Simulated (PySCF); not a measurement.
# [Hg(NH3)3]2+: other functionals and bases at one geometry

An exercise on one series of results from a longer session: the logs are not shown, and one member is left open.

Program: PySCF 2.14.0. Level of theory: several levels, as the steps say, no spin–orbit coupling. These are calculated values, not measurements.

2 further runs of the same task are left out: 1 for a known fault of the program, 1 that didn't finish. Runs told in other sessions of the task aren't counted.

### Starting geometry

13 atoms, charge 2, spin multiplicity 1.

Bond lengths: Hg1–N2 2.283 Å, Hg1–N6 2.283 Å, Hg1–N10 2.283 Å, N2–H3 1.036 Å, N2–H4 1.036 Å, N2–H5 1.035 Å, N6–H7 1.036 Å, N6–H8 1.036 Å, N6–H9 1.035 Å, N10–H11 1.036 Å, N10–H12 1.036 Å, N10–H13 1.035 Å. Angles: N2–Hg1–N6 120.0°, N2–Hg1–N10 120.0°, N6–Hg1–N10 120.0°, Hg1–N2–H3 112.0°, Hg1–N2–H4 112.0°, Hg1–N2–H5 112.6°, H3–N2–H4 106.7°, H3–N2–H5 106.6°, H4–N2–H5 106.6°, Hg1–N6–H7 112.0°, Hg1–N6–H8 112.0°, Hg1–N6–H9 112.6°, H7–N6–H8 106.7°, H7–N6–H9 106.6°, H8–N6–H9 106.6°, Hg1–N10–H11 112.0°, Hg1–N10–H12 112.0°, Hg1–N10–H13 112.6° and more.

Coordinates:

```xyz
13

Hg    0.00000    0.00000    0.00000
N     2.28266    0.00244    0.00000
H     2.67067   -0.47883    0.83101
H     2.67067   -0.47883   -0.83101
H     2.67871    0.95873    0.00000
N    -1.14344    1.97562    0.00000
H    -0.92066    2.55228    0.83101
H    -0.92066    2.55228   -0.83101
H    -2.16964    1.84047    0.00000
N    -1.13922   -1.97806    0.00000
H    -1.75001   -2.07345    0.83101
H    -1.75001   -2.07345   -0.83101
H    -0.50907   -2.79920    0.00000
```

Formal oxidation states: Hg +2. An earlier session relaxed this geometry at PBE, Hg def2-SVP with ECP60, N def2-SVP, H def2-SVP (singlet, point group C3h).

At PBE on the finer grid: E = -322.268301 Eh, HOMO -17.22 eV, LUMO -12.45 eV, Mulliken charge on Hg1 +0.71 e, largest force component 0.004 eV/Å. 

Levels to run: BLYP; M06-L; PBE0; BP86; PBE, TZVP; PBE, x2c-SVP. Hardware: 2 threads of Arm Neoverse V1, shared host.

Set-up of the first run:

run.py (the lines that set the calculation) reads:

```python
mol = gto.M(atom='''
Hg     0.00000     0.00000     0.00000
N      2.28266     0.00244     0.00000
H      2.67067    -0.47883     0.83101
H      2.67067    -0.47883    -0.83101
H      2.67871     0.95873     0.00000
N     -1.14344     1.97562     0.00000
H     -0.92066     2.55228     0.83101
H     -0.92066     2.55228    -0.83101
H     -2.16964     1.84047     0.00000
N     -1.13922    -1.97806     0.00000
H     -1.75001    -2.07345     0.83101
H     -1.75001    -2.07345    -0.83101
H     -0.50907    -2.79920     0.00000''',
    basis={'Hg': 'def2-SVP', 'N': 'def2-SVP', 'H': 'def2-SVP'},
    ecp={'Hg': 'def2-SVP'},
    charge=2, spin=0)
mf = dft.RKS(mol, xc='BLYP')
mf.grids.atom_grid = (75, 302)
mf = mf.density_fit()  # fitting sets: Hg def2-universal-JKFIT, N def2-universal-JKFIT, H def2-universal-JKFIT
mf.conv_tol = 1e-08; mf.max_cycle = 55
mf.kernel(dm0)  # dm0: the density of the relaxed state
```

Launch:

```bash
$ OMP_NUM_THREADS=2 python run.py
```

Steps of the session up to this table: BLYP; M06-L; PBE0; BP86; PBE, TZVP; PBE, x2c-SVP.

One of the session's tables, all rows but one given; the rest of the session is left out.

```
             level  HOMO (eV)  gap (eV)  charge on Hg1 (e)  largest force component (eV/Å)
PBE (relaxed here)     -17.22      4.77               0.71                            0.00
              BLYP          ?         ?                  ?                               ?
             M06-L     -17.49      5.28               0.92                            0.43
              PBE0     -18.63      7.11               0.83                            0.37
              BP86     -17.33      4.77               0.71                            0.04
         PBE, TZVP     -17.19      4.77               0.91                            0.31
      PBE, x2c-SVP     -17.27      4.78               0.46                            0.09
```

Estimate the missing values for BLYP.

**Answer.** HOMO (eV): -17.08; gap (eV): 4.69; charge on Hg1 (e): 0.68; largest force component (eV/Å): 0.18. In the column «HOMO (eV)» it is the highest.

In one basis the HOMO–LUMO gap runs from 4.69 eV (BLYP) to 7.11 eV (PBE0). The largest leftover force, 0.43 eV/Å with M06-L, stands at a geometry relaxed at another level. Total energies of different levels can't be compared.
